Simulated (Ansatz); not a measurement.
# Sn3Se under changes of volume

One of the cells (26.656 Å³/atom); the others are scaled copies at fixed shape and fractional positions:

```
Sn Se
1.0
     4.74188    0.00000    0.00000
     0.00000    4.74188    0.00000
     0.00000    0.00000    4.74188
Sn Se
3 1
Direct
  0.50000 0.50000 0.00000
  0.50000 0.00000 0.50000
  0.00000 0.50000 0.50000
  0.00000 0.00000 0.00000
```

The cell comes from a database or a generator and needn't be the stable form of this composition.

```yaml
Program: Ansatz 0.2.0
Functional: PBE
Potentials_or_basis: Ansatz PAW
Cutoff: "420 eV (not typed: the program's choice for these potentials)"
k_mesh: 6 × 6 × 6
Occupations: fermi-dirac, width 0.05 eV
Spin: no spin polarisation
```

| volume (Å³/atom) | energy over the lowest point (meV/atom) | pressure (GPa) |
| --- | --- | --- |
| 25.056 | 18.89 | 3.7 |
| 25.590 | 8.71 | 2.4 |
| 26.123 | 2.54 | 1.3 |
| 26.656 | 0.00 | 0.3 |
| 27.189 | ? | ? |
| 27.722 | 4.35 | -1.5 |
| 28.255 | 10.56 | -2.2 |

Problem. What does the run at 27.189 Å³/atom give?

Solution. Energy over the lowest point 0.72 meV/atom; pressure -0.7 GPa.

Worked out: A Birch-Murnaghan fit of order 3 (a polynomial in V^(-2/3)) to the other rows has its minimum at 26.80 Å³/atom with B0 = V·E''(V) = 48 GPa and B' = 4.4. It gives 0.72 meV/atom at 27.189 Å³/atom, against the run's 0.72, and -dE/dV = -0.7 GPa, against -0.7.

Energies are extrapolated to zero smearing.
